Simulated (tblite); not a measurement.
# C2H8FGeOSi: the cost of one run

Computed with tblite 0.8.0 and PySCF 2.14.0; each step states its level. No surroundings beyond the atoms listed, unless a continuum is named. Atoms count from 0, parts from 1.

### 1 The system as given

14 atoms, charge 0, multiplicity 2; geometry: distance geometry start.

### 2 Relaxing the cluster with GFN2-xTB

What the job is given:

```
{"job": {"kind": "relax", "xc": "GFN2-xTB", "basis": "xTB"}, "charge": 0, "multiplicity": 2}
Ge     2.255696     0.469745     0.258394
C      1.692812     2.118206    -0.618222
Si    -0.113730     2.313605    -0.434388
F      2.678747     0.608988     1.965474
O      1.338952    -1.088161    -0.232486
C      0.428459    -1.141082    -1.290168
H      1.948036     2.066379    -1.623445
H      2.189722     2.913076    -0.165680
H     -0.674641     2.591984    -1.699090
H     -0.657064     1.125812     0.109517
H     -0.363471     3.410242     0.432238
H     -0.542847    -1.141080    -0.924222
H      0.586436    -2.014639    -1.824558
H      0.548943    -0.311827    -1.911248
```

With the program's defaults for keys left out, this is: GFN2-xTB geometry optimisation, gas phase.

On the command line:

```sh
OMP_NUM_THREADS=1 python cluster_run.py task.json out
```

The driver reads the jobs from task.json and runs them one after another.

Q: Estimate the wall time of this first job on 1 thread of Arm Neoverse V2, shared host.

About 3.3 s.
